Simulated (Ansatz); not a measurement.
# C₃H₆BBr: one species, many methods

An exercise on one series of results from a longer session: the logs are not shown, and one member is left open.

Method: functionals in def2-TZVPP, the program's frozen cores in correlated methods; program: Ansatz 0.2.0, Gaussian basis.

The runs, in order: PBE-D4, r2SCAN-D4, PBE0-D4, B3LYP-D4, ωB97X-V, ωB97M-V, B2PLYP; CCSD(T)/def2-TZVPP; MP2/def2-QZVPP; extrapolation to the limit.

## Structure used throughout

An earlier PBE0-D4 in a triple-zeta def2 set relaxation fixed the geometry.

11 atoms, charge 0, spin multiplicity 1.

Atoms are counted from 1 here; the program's logs count them from 0.

Bond lengths: C1–B2 1.559 Å, C1–H6 1.097 Å, C1–H7 1.097 Å, C1–H8 1.091 Å, B2–C3 1.546 Å, B2–H9 1.201 Å, C3–C4 1.332 Å, C3–H10 1.087 Å, C4–Br5 1.876 Å, C4–H11 1.083 Å. Angles: B2–C1–H6 109.1°, B2–C1–H7 109.0°, B2–C1–H8 117.2°, H6–C1–H7 104.4°, H6–C1–H8 108.2°, H7–C1–H8 108.1°, C1–B2–C3 125.3°, C1–B2–H9 117.6°, C3–B2–H9 117.1°, B2–C3–C4 121.0°, B2–C3–H10 121.0°, C4–C3–H10 118.0°, C3–C4–Br5 124.4°, C3–C4–H11 123.9°, Br5–C4–H11 111.7°.

Set-up of the first run:

Input file in.yaml:

```yaml
crystal:
  periodic: [false, false, false]
  atoms:
    - {symbol: C, position_ang: [-1.292937, -0.203508, 0.909925]}
    - {symbol: B, position_ang: [0.153117, 0.379562, 0.899633]}
    - {symbol: C, position_ang: [1.124495, 0.339764, -0.302463]}
    - {symbol: C, position_ang: [0.768272, -0.225793, -1.454278]}
    - {symbol: Br, position_ang: [1.868381, -0.327686, -2.970664]}
    - {symbol: H, position_ang: [-1.384468, -0.923802, 1.732119]}
    - {symbol: H, position_ang: [-1.998262, 0.596502, 1.167129]}
    - {symbol: H, position_ang: [-1.643784, -0.684350, -0.004767]}
    - {symbol: H, position_ang: [0.548128, 0.904523, 1.905518]}
    - {symbol: H, position_ang: [2.119048, 0.772264, -0.232560]}
    - {symbol: H, position_ang: [-0.196691, -0.684474, -1.629090]}
basis:
  gaussian: {orbitals: def2-TZVPP}
hamiltonian: {xc: pbe, dispersion: d4}
output: {forces: true, orbitals: {seedname: orbitals}}
```

On the command line:

```bash
> ansatz run in.yaml --threads 4 --pin off --events-out ev --progress --plain --max-ram 10444MiB
```

Steps of the session up to this table: PBE-D4 (GGA); r2SCAN-D4 (meta-GGA); PBE0-D4 (hybrid); B3LYP-D4 (hybrid); ωB97X-V (range-separated); ωB97M-V (range-separated); B2PLYP (double hybrid); CCSD(T) in def2-TZVPP; MP2 in def2-QZVPP.

One of the session's tables, all rows but one given; the rest of the session is left out.

It belongs to the step «Atomisation energies». 

| method | atomisation energy (kJ/mol) |
| --- | --- |
| PBE-D4 | 4359.9 |
| r2SCAN-D4 | 4282.9 |
| PBE0-D4 | 4295.0 |
| B3LYP-D4 | 4259.3 |
| ωB97X-V | ? |
| ωB97M-V | 4256.0 |
| B2PLYP | 4216.5 |
| HF/def2-TZVPP | 3208.5 |
| MP2/def2-TZVPP | 4219.4 |
| CCSD/def2-TZVPP | 4080.6 |
| CCSD(T)/def2-TZVPP | 4144.2 |
| MP2/CBS | 4313.2 |
| CCSD(T)/CBS | 4238.0 |

**Question.** Estimate the row for ωB97X-V.

**Answer.** atomisation energy (kJ/mol): 4244.4. In the column «atomisation energy (kJ/mol)» it lies between CCSD(T)/CBS (4238.0) and ωB97M-V (4256.0).

Caveats from the session: Free atoms (3 C, 1 B, 1 Br, 6 H) were run apart at each level; the atomisation energy is their sum less the molecule, without zero-point or spin-orbit terms.
